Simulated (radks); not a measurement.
# Excited configurations of Cs³⁺

An exercise on one series of results from a longer session: the logs are not shown, and one member is left open.

Method: scalar-relativistic Kohn-Sham, PBEsol, spin-unpolarised, spherical densities, point nucleus. Code: radks (a radial shooting solver on a logarithmic mesh, Libxc functionals) version 1.

## Starting point

- element: caesium (Z = 55)
- charge: +3
- electrons: 52
- configuration: [Kr] 4d10 5s2 5p4

The outer shells:

Cs³⁺
```
[Kr] core
4d [↑↓][↑↓][↑↓][↑↓][↑↓]
5s [↑↓]
5p [↑↓][↑ ][↑ ]
```

The first run:

Input:

```text
Z 55
configuration [Kr] 4d10 5s2 5p4
relativity scalar-relativistic
functional pbe_sol,pbe_sol
spin unpolarised
nucleus point
c 137.035999084
```

Steps of the session up to this table: Ground configuration: [Kr] 4d10 5s2 5p4.

One of the session's tables, all rows but one given; the rest of the session is left out.

It belongs to the step «Ground configuration: [Kr] 4d10 5s2 5p4». Sizes of the orbitals, from the radial functions (bohr):

```
level     <r>  outermost maximum (interpolated)  90 % within  nodes
   3s  0.2992                             0.273        0.439      2
   3p  0.2971                             0.267        0.445      1
   3d  0.2736                             0.220        0.429      0
   4s       ?                                 ?            ?      ?
   4p  0.7390                             0.673         1.08      2
   4d  0.8341                             0.720         1.26      1
   5s   1.670                              1.52         2.39      4
   5p   1.913                              1.71         2.76      3
```

Q: Estimate the row for 4s from the others.

The run gave: <r>: 0.6945; outermost maximum (interpolated): 0.642; 90 % within: 0.999; nodes: 3. In the column «<r>» it lies between 3s (0.2992) and 4p (0.7390).

Caveats from the session: Spin polarisation and multiplet splitting are left out, so open shells lie too high by an amount that depends on their filling.
